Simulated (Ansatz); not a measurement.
**Ti: stress in a strained cell**

Aim: deform Ti (equal xy, yz and zx engineering shear strains of +3 %) and compute stress, forces and field gradients with LAPW, PAW and all-electron datasets made for the crystal.

Method: DFT PBEsol, scalar-relativistic, in Ansatz 0.2.0.

**1. The structure to begin with**

It takes space group P6_3/mmc (No. 194, hexagonal). Conventional cell: a = 2.950 Å, b = 2.950 Å, c = 4.686 Å, α = 90.00°, β = 90.00°, γ = 120.00°. Ti (site symmetry -6m2) is surrounded by 12 Ti at 2.90 to 2.95 Å.

As a file:

```cif
data_structure
_symmetry_space_group_name_H-M 'P6_3/mmc'
_symmetry_Int_Tables_number 194
_cell_length_a 2.9500
_cell_length_b 2.9500
_cell_length_c 4.6860
_cell_angle_alpha 90.000
_cell_angle_beta 90.000
_cell_angle_gamma 120.000
_cell_volume 35.32
loop_
_atom_site_label
_atom_site_type_symbol
_atom_site_symmetry_multiplicity
_atom_site_Wyckoff_symbol
_atom_site_fract_x
_atom_site_fract_y
_atom_site_fract_z
_atom_site_occupancy
Ti1 Ti 2 c 0.33333 0.66667 0.25000 1
```

The file gives the conventional cell by its symmetry; the runs use the cell typed in the input.

Atoms are numbered in the order of the input: Ti1, Ti2.

**2. After the deformation**

Space group P6_3/mmc before, P-1 after.

**3. LAPW, all electrons**

File input.yaml:

```yaml
crystal:
  lattice:
    - [2.9499978604, 0.0442499679, 0.0442499679]
    - [-1.4366773339, 2.5326481043, 0.0161966124]
    - [0.07029, 0.07029, 4.686]
  atoms:
    - { symbol: Ti, position: [0.3333333333, 0.6666666667, 0.25] }
    - { symbol: Ti, position: [0.6666666667, 0.3333333333, 0.75] }
kpoints:
  mp_grid: { grid: [13, 13, 7] }
  band_path:
    path:
      - [0.0, 0.0, 0.0]
      - [0.0, -0.5, 0.0]
      - [0.0, 0.0, 0.5]
      - [0.0, 0.0, 0.0]
      - [-0.5, 0.0, 0.0]
      - [-0.5, 0.5, -0.5]
      - [0.0, 0.0, 0.0]
      - [-0.5, 0.0, -0.5]
      - [-0.5, 0.5, 0.0]
    npoints: 5
scf:
  occupations: { method: fermi_dirac, width: 0.08 }
hamiltonian:
  xc: pbesol
  pseudopotentials: { kind: all_electron, lapw: { basis_error: 0.0005 } }
output:
  forces: true
  stress: true
  eigenvalues: true
```

On the command line:

```
$ ansatz run input.yaml --threads 1 --pin off --max-ram 3072MiB --backend cpu --events-out ev --progress --plain --runs-dir out
```

**4. PAW on the default files**

File input.yaml:

```yaml
crystal:
  lattice:
    - [2.9499978604, 0.0442499679, 0.0442499679]
    - [-1.4366773339, 2.5326481043, 0.0161966124]
    - [0.07029, 0.07029, 4.686]
  atoms:
    - { symbol: Ti, position: [0.3333333333, 0.6666666667, 0.25] }
    - { symbol: Ti, position: [0.6666666667, 0.3333333333, 0.75] }
kpoints:
  mp_grid: { grid: [13, 13, 7] }
scf:
  occupations: { method: fermi_dirac, width: 0.08 }
hamiltonian:
  xc: pbesol
  pseudopotentials: { kind: paw }
output:
  forces: true
  stress: true
  eigenvalues: true
  efg: { contact_densities: true }
```

**5. All-electron PAW on datasets made for the crystal**

Edit input.yaml of step 4 so:

```diff
@@ -14,3 +14,3 @@
   xc: pbesol
-  pseudopotentials: { kind: paw }
+  pseudopotentials: { kind: all_electron, datasets: crystal }
 output:
```

(Steps that only read results are left out.)

**Question.** What will these runs give? Wanted: pressure; largest shear or deviatoric stress.

The runs gave:

| quantity | value |
| --- | --- |
| pressure | LAPW -5.74, PAW -5.73, crystal datasets -5.74 GPa |
| largest shear or deviatoric stress (LAPW) | 1.67 GPa |

In words: The largest part of the stress beyond the pressure is 1.67 GPa in size, in the xy component; the atoms are carried along and not relaxed. No run of the undeformed cell stands beside it, so the pressure holds what the given cell had before the change. PAW: stress within 0.01 GPa of LAPW, forces within 1 meV/Å. Crystal datasets: stress within 0.01 GPa of LAPW, forces within 1 meV/Å.
